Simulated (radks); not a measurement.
# Ar³⁺ in [Ne] 3s2 3p3: an all-electron calculation

One table from this session's results is given with a row withheld; the runs are named, their logs left out.

Program: radks (a radial shooting solver on a logarithmic mesh, Libxc functionals) version 1. Level of theory: scalar-relativistic Kohn-Sham, exchange-only PBE, spin-unpolarised, spherical densities, finite nucleus. These are calculated values, not measurements, unless marked.

## The atom as given

| Item | Value |
| --- | --- |
| element | argon (Z = 18) |
| charge | +3 |
| electrons | 15 |
| configuration | [Ne] 3s2 3p3 |
| nuclear rms radius | 3.4274 fm |

The outer shells:

Ar³⁺
```
[Ne] core
3s [↑↓]
3p [↑ ][↑ ][↑ ]
```

Set-up of the first run:

The run's settings:

```text
Z 18
configuration [Ne] 3s2 3p3 4s0 3d0 4p0 4f0
relativity scalar-relativistic
functional pbe,
spin unpolarised
nucleus finite rms 3.4274 fm
c 137.035999084
```

Among the steps run: Self-consistent calculation.

One table of the session follows, with a row left open; its other results are not shown here.

It belongs to the step «Radial structure». Radial moments (bohr):

| level | <r> | outermost maximum (interpolated) | 90 % within | nodes |
| --- | --- | --- | --- | --- |
| 1s | 0.08572 | 0.0561 | 0.153 | 0 |
| 2s | 0.4136 | 0.338 | 0.646 | 1 |
| 2p | 0.3758 | 0.280 | 0.622 | 0 |
| 3s | 1.293 | 1.13 | 1.92 | 2 |
| 3p | 1.403 | 1.20 | 2.13 | 1 |
| 3d | ? | ? | ? | ? |
| 4s | 3.130 | 2.93 | 4.47 | 3 |

**Question.** Estimate the row for 3d.

**Answer.** <r>: 1.711; outermost maximum (interpolated): 1.33; 90 % within: 2.76; nodes: 0. In the column «<r>» it lies between 3p (1.403) and 4s (3.130).

Caveats from the session: Spin polarisation and multiplet splitting are left out.
